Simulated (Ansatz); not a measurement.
**C₃H₉BOS: a ladder of functionals and wavefunction methods**

Aim: compute C₃H₉BOS with functionals from several rungs and with coupled cluster, and see how far each lands from CCSD(T) at the basis-set limit for the atomisation energy.

Program: Ansatz 0.2.0, Gaussian basis. Level of theory: functionals in def2-TZVPP, the program's frozen cores in correlated methods. These are calculated values, not measurements.

Plan: PBE-D4, r2SCAN-D4, PBE0-D4, B3LYP-D4, ωB97X-V, ωB97M-V, B2PLYP; CCSD(T)/def2-TZVPP; MP2/def2-QZVPP; extrapolation to the limit.

**1. The geometry**

An earlier PBE0-D4 in a triple-zeta def2 set relaxation fixed the geometry.

15 atoms, charge 0, spin multiplicity 1.

Atoms are counted from 1 here; the program's logs count them from 0.

Bond lengths: C1–C2 1.512 Å, C1–H7 1.092 Å, C1–H8 1.092 Å, C1–H9 1.093 Å, C2–C3 1.512 Å, C2–O4 1.431 Å, C2–H10 1.097 Å, C3–H11 1.092 Å, C3–H12 1.093 Å, C3–H13 1.092 Å, O4–B5 1.343 Å, B5–S6 1.804 Å, B5–H14 1.199 Å, S6–H15 1.344 Å. Angles: C2–C1–H7 110.4°, C2–C1–H8 110.8°, C2–C1–H9 110.3°, H7–C1–H8 108.4°, H7–C1–H9 108.5°, H8–C1–H9 108.4°, C1–C2–C3 112.9°, C1–C2–O4 108.3°, C1–C2–H10 109.5°, C3–C2–O4 108.2°, C3–C2–H10 109.6°, O4–C2–H10 108.2°, C2–C3–H11 110.4°, C2–C3–H12 110.3°, C2–C3–H13 110.8°, H11–C3–H12 108.5°, H11–C3–H13 108.4°, H12–C3–H13 108.4° and more.

**2. PBE-D4 (GGA)**

The input, in.yaml:

```yaml
crystal:
  periodic: [false, false, false]
  atoms:
    - {symbol: C, position_ang: [1.533192, -0.128886, -0.788137]}
    - {symbol: C, position_ang: [0.039750, -0.101033, -0.551800]}
    - {symbol: C, position_ang: [-0.610783, -1.452170, -0.745488]}
    - {symbol: O, position_ang: [-0.195310, 0.319927, 0.795458]}
    - {symbol: B, position_ang: [-0.846812, 1.459760, 1.077895]}
    - {symbol: S, position_ang: [-1.125772, 1.969102, 2.785382]}
    - {symbol: H, position_ang: [1.751377, -0.448457, -1.809481]}
    - {symbol: H, position_ang: [1.968224, 0.860671, -0.636175]}
    - {symbol: H, position_ang: [2.012871, -0.826344, -0.097416]}
    - {symbol: H, position_ang: [-0.424457, 0.629855, -1.225095]}
    - {symbol: H, position_ang: [-0.453917, -1.807264, -1.766313]}
    - {symbol: H, position_ang: [-0.180871, -2.181939, -0.055437]}
    - {symbol: H, position_ang: [-1.685141, -1.395017, -0.561323]}
    - {symbol: H, position_ang: [-1.269462, 2.183322, 0.219790]}
    - {symbol: H, position_ang: [-0.512898, 0.918463, 3.358139]}
basis:
  gaussian: {orbitals: def2-TZVPP}
hamiltonian: {xc: pbe, dispersion: d4}
output: {forces: true, orbitals: {seedname: orbitals}}
```

Run with:

```bash
ansatz run in.yaml --threads 2 --pin off --events-out ev --progress --plain --max-ram 32768MiB --backend cuda --devices 0, --max-vram 18GiB
```

After this run come: r2SCAN-D4 (meta-GGA); PBE0-D4 (hybrid); B3LYP-D4 (hybrid); ωB97X-V (range-separated); ωB97M-V (range-separated); B2PLYP (double hybrid); CCSD(T) in def2-TZVPP; MP2 in def2-QZVPP.

Q: Predict the results of all the runs planned. Wanted: atomisation energy, CCSD(T)/CBS; farthest; mean size of error, hybrid; mean size of error, range-separated; gap, smallest and largest; T1 diagnostic; triples share of the correlation energy.

**Answer**, as computed:

| quantity | value |
| --- | --- |
| atomisation energy, CCSD(T)/CBS | 60.723 eV |
| functionals within 0.304 eV (0.5 %) | B3LYP-D4, ωB97X-V |
| farthest | PBE-D4 (+1.269 eV) |
| mean size of error, hybrid | 0.254 eV |
| mean size of error, range-separated | 0.286 eV |
| gap, smallest and largest | 5.36 eV (PBE-D4), 11.99 eV (ωB97X-V) |
| T1 diagnostic | 0.0123 |
| triples share of the correlation energy | 3.9 % |

PBE-D4 misses by +1.269 eV. Double hybrids carry the basis error of their MP2 part in triple zeta, and no dispersion term here, so their miss is partly the set-up's. The reference freezes the cores and leaves out relativity and excitations past (T), so misses under about 0.304 eV can't be ranked. Hartree-Fock recovers 75 % of the binding; the rest is correlation. Orbital gaps span 5.4 to 12.0 eV; exact exchange widens them.
